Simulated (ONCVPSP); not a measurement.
# O: generating and testing an ONCV potential

Aim: build the potential from the settings below, then test how well it stands in for the atom: other configurations, scattering, ghost states and the plane-wave cutoff that it needs.

Method: ONCVPSP 4.0.1.1 (patched build), PBE, scalar-relativistic.

## 1. The atom and the settings

The settings as typed:

```json
{
  "element": "oxygen (O, Z = 8)",
  "type": "optimised norm-conserving Vanderbilt (ONCV)",
  "frozen core": "none",
  "valence charge": "8",
  "reference configuration": "1s2 2s2 2p4",
  "partial waves": "1s+2s: rc 0.40 bohr, ncon 3, nbas 8, qcut 34.4 1/bohr, 2 projectors; 2p: rc 2.20 bohr, ncon 4, nbas 8, qcut 6.8 1/bohr, 2 projectors, debl 1 Ha; d scattering state at 0.3 Ha: rc 1.95 bohr, ncon 4, nbas 9, qcut 5.3 1/bohr, 2 projectors, debl 2.3 Ha",
  "local potential": "polynomial inside 0.35 bohr (lpopt 5, dvloc0 0 Ha)",
  "core correction": "not asked for"
}
```

The outer shells as boxes (Hund's rule for the drawing; the calculation is spin-unpolarised):

```
1s [↑↓]
2s [↑↓]
2p [↑↓][↑ ][↑ ]
```

The nodes and maxima of the atom's own shells, from an earlier all-electron run, set the scale for the radii.

All-electron outer shells of the reference configuration (PBE, scalar-relativistic, ld1.x):

| shell | level (eV) | outermost node (bohr) | outermost maximum (bohr) |
| --- | --- | --- | --- |
| 1s | -514.70 | – | 0.13 |
| 2s | -23.96 | 0.28 | 0.87 |
| 2p | -9.03 | – | 0.82 |

## 2. The generation run

The input, O.dat:

```
# ATOM AND REFERENCE CONFIGURATION
# atsym  z   nc   nv     iexc    psfile
  O 8.00    0    3        4      upf
#
#   n    l    f
    1    0    2.00
    2    0    2.00
    2    1    4.00
#
# PSEUDOPOTENTIAL AND OPTIMIZATION
# lmax
    2
#
#   l,   rc,      ep,       ncon, nbas, qcut
    0    0.40    0.00    3    8   34.40
    1    2.20    0.00    4    8    6.80
    2    1.95    0.30    4    9    5.30
#
# LOCAL POTENTIAL
# lloc, lpopt,  rc(5),   dvloc0
    4    5    0.35    0.00
#
# VANDERBILT-KLEINMAN-BYLANDER PROJECTORs
# l, nproj, debl
    0    2    0.60
    1    2    1.00
    2    2    2.30
#
# MODEL CORE CHARGE
# icmod, fcfact, rcfact
    0    0.00    0.00
#
# LOG DERIVATIVE ANALYSIS
# epsh1, epsh2, depsh
  -12.00    5.00    0.04
#
# OUTPUT GRID
# rlmax, drl
    6.00    0.01
#
# TEST CONFIGURATIONS
# ncnf
    4
# nvcnf
#   n    l    f
    3
    1    0    2.00
    2    0    2.00
    2    1    3.00
#
    3
    1    0    2.00
    2    0    2.00
    2    1    2.00
#
    3
    1    0    2.00
    2    0    2.00
    2    1    1.00
#
    3
    1    0    2.00
    2    0    2.00
    2    1    0.00
#
```

Started as:

```sh
oncvpsp.x < O.dat > O.out
```

Q: Predict the outcome of this session. Wanted: cutoffs for 1 and 0.1 mHa per electron, occupied waves; bound ghosts; GHOST(+) flags; largest test error; largest phase difference near zero energy, channels read.

The runs gave:

| quantity | value |
| --- | --- |
| cutoffs for 1 and 0.1 mHa per electron, occupied waves | 423 Ha and 484 Ha |
| bound ghosts | d at -211.71 eV |
| GHOST(+) flags | p at 45 eV |
| largest test error (AE − PS) | +8735 meV, for 1s2 2s2 2p0 |
| largest phase difference near zero energy, channels read | 0.002 rad |

In words: A bound ghost (d) makes it unfit for use: electrons can fall into a state that the atom doesn't have. The worst unpolarised test, 1s2 2s2 2p0, is off by 8735 meV on 180.8 eV; by total energies transferability rates as poor. That test lies far up in energy; among those under 40 eV, nearer to bonding, the largest error is 153 meV. By its cutoff, 423 Ha for the looser tolerance, it is very hard. At the looser tolerance the 1s wave is the slowest; 2s needs 362 Ha. Near zero energy the phases of the channels with partial waves agree within 0.002 rad. The pseudo curves have poles with no partner nearby in the atom's: p at 1.50 Ha, d at -7.76 Ha. At positive energy that is a spurious or a displaced resonance. The program also flags highly localised states, GHOST(+) (p). All of this concerns the isolated atom, not yet a solid.
